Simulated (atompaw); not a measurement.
**A PAW (atompaw) potential for Ce, from input to tests**

Task: generate the file, and judge it by its logarithmic derivatives, its ghosts and its cutoff.

The numbers are computed with atompaw 4.2.0.5 (LDA (PW92), scalar-relativistic, spin-unpolarised reference atom).

### 1 Starting point

Typed settings, in words:

```
element                 : cerium (Ce, Z = 58)
type                    : PAW
frozen core             : [Kr] 4d10
valence charge          : 12
reference configuration : 4f1 5s2 5p6 5d1 6s1.5 6p0 (charge +0.5)
partial waves           : 5s (bound); 6s (bound); 5p (bound); 6p (bound, empty); 5d (bound); 5d channel at -0.05 Ry; 4f (bound); 4f channel at 0.95 Ry
local potential         : vpsmatchnc scheme with l = 4 at 0 Ry, radius 2.75 bohr
core correction         : smooth core density matched at 2.30 bohr
augmentation charge     : sinc compensation charge, radius 2.30 bohr; PAW radius 3.00 bohr; waves and projectors: bloechl
```

### 2 Generating the potential

File Ce.input:

```
Ce 58
LDA-PW scalarrelativistic loggrid 2001 logderivrange -5 5 251
6 6 5 4 0 0
6 0 1.5
6 1 0
5 2 1
4 3 1
0 0 0
c
c
c
c
v
v
c
c
c
v
v
c
c
v
v
3
3.00 2.30 2.75 2.30
n
n
y
-0.05
n
y
0.95
n
bloechl sinc
4 0 vpsmatchnc
PWSCFOUT
UPFDX 0.0125d0 UPFXMIN -7.d0 UPFZMESH 58.d0
END
```

Launch:

```sh
$ atompaw < Ce.input > Ce.log
```

**Question.** What will these runs give? Wanted: cutoffs for 10 and 1 mRy, occupied levels; bound ghosts; largest phase difference near zero energy, channels read; lowest eigenvalue of the overlap; share of valence orbitals outside the PAW sphere; UPF file.

**Answer**, as computed:

| quantity | value |
| --- | --- |
| cutoffs for 10 and 1 mRy, occupied levels | 35 Ry and 50 Ry |
| bound ghosts | none found |
| largest phase difference near zero energy, channels read | 3.125 rad |
| lowest eigenvalue of the overlap (Bessel basis) | 0.006 (d) |
| share of valence orbitals outside the PAW sphere | 5s 1 %, 6s 80 %, 5p 4 %, 6p 93 %, 5d 37 %, 4f 2 % |
| UPF file | written |

In words: The overlap operator is nearly singular (0.006). By its cutoff, 35 Ry for the looser tolerance, it is soft on the atom at that tolerance. The slowest occupied level is 4f: taken alone it needs 45 Ry to come within 1 mRy, against 35 Ry for 5s. No bound ghost shows below the valence levels. Of the channels read, d scatters worst near zero energy, by up to 3.12 rad. A step near π is an extra or missing state, not a misfit of shape. The pseudo curves have a pole with no partner nearby in the atom's: s at 0.76 Ry. At positive energy that is a spurious or a displaced resonance.
